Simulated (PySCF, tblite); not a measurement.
**C4H3FO2: geometry, infrared bands, NMR shifts and spin-spin couplings**

What infrared bands, NMR shifts and spin-spin couplings should C4H3FO2 (`O=CC1=C[C@H](F)O1`) show?

Programs: tblite 0.8.0 and PySCF 2.14.0, with density-fitted response routines of our own. Each step states its level of theory. These are calculated values for one molecule in the gas phase, unless marked as measured. Atoms count from 0, in the outputs and in this text.

### 1 Starting geometry

10 atoms, charge 0, multiplicity 1; geometry from: force field or distance geometry start.

Bonds of the start (Å): O0–C1 1.24, C1–C2 1.47, C2–C3 1.35, C3–C4 1.49, C4–F5 1.36, C4–O6 1.46, O6–C2 1.30, C1–H7 1.10, C3–H8 1.09, C4–H9 1.10.

### 2 Geometry optimisation with GFN2-xTB

The job: settings as JSON, then the geometry in Å.

```
{"job": {"kind": "relax", "xc": "GFN2-xTB", "basis": "xTB"}, "charge": 0, "multiplicity": 1}
O      2.576200    -0.723700     0.534500
C      1.892400     0.219800     0.098200
C      0.424500     0.265200    -0.033900
C     -0.431400    -0.734900     0.248600
C     -1.554800     0.142300    -0.174600
F     -2.238500    -0.155900    -1.312500
O     -0.486900     1.108900    -0.416700
H      2.398800     1.150600    -0.211300
H     -0.344200    -1.756300     0.625500
H     -2.227100     0.488700     0.619700
```

Launch:

```console
> OMP_NUM_THREADS=1 python probes_run.py task.json out
```

The driver reads the jobs from task.json and runs them one after another.

**Question.** This job is followed by: GFN2-xTB harmonic vibrations, gas phase; GIAO PBE0/pcSseg-1 NMR shielding, non-relativistic, gas phase; B3LYP/pcJ-1 indirect spin-spin coupling, non-relativistic, gas phase. What will the session give for the following? strongest single infrared mode (GFN2-xTB); zero-point energy (GFN2-xTB); ¹³C shifts against TMS (PBE0/pcSseg-1); ¹H shifts against TMS (PBE0/pcSseg-1); ¹⁷O shifts against H2O (PBE0/pcSseg-1); ¹⁹F shifts against CFCl3 (PBE0/pcSseg-1); largest coupling of the table (B3LYP/pcJ-1).

The runs gave:

| quantity | value |
| --- | --- |
| strongest single infrared mode (GFN2-xTB) | 1755 cm⁻¹, 210 km/mol |
| zero-point energy (GFN2-xTB) | 38.8 kcal/mol |
| ¹³C shifts against TMS (PBE0/pcSseg-1) | 188.4, 169.6, 126.3, 111.5 ppm |
| ¹H shifts against TMS (PBE0/pcSseg-1) | 9.74, 6.45, 6.44 ppm |
| ¹⁷O shifts against H2O (PBE0/pcSseg-1) | 736.2, 188.1 ppm |
| ¹⁹F shifts against CFCl3 (PBE0/pcSseg-1) | -157.5 ppm |
| largest coupling of the table (B3LYP/pcJ-1) | ¹J(C,F) C4–F5, -326.5 Hz |

What this shows: Relaxing lowered the energy by 0.514 eV in 29 steps; the close pair that moved most is C2–O6, from 1.300 to 1.391 Å. All 24 modes are real, so the xTB geometry is a minimum. The strongest single mode, at 1755 cm⁻¹, moves mainly C1 and O0. GFN2-xTB is a fitted tight-binding method: band positions and strengths are rough. Its intensities can rank the bands wrongly. The most deshielded carbon is C1 (aldehyde carbonyl carbon), at 188.4 ppm: low-lying n→π* states of the double bond to the heteroatom give a large paramagnetic term (-244 ppm). The most deshielded hydrogen is H7 (hydrogen on an aldehyde carbonyl carbon), at 9.74 ppm: deshielded by the polar, anisotropic C=O bond. At PBE0/pcSseg-1: The widest tensor belongs to O0: span 1555 ppm, with a paramagnetic part of -798 ppm. Of the pairs tabulated at B3LYP/pcJ-1, C4–F5 couples most strongly (-326.5 Hz; Fermi contact -326.8 Hz). Couplings across rotatable bonds belong to this one conformer; where others are populated, the observed values are averages.
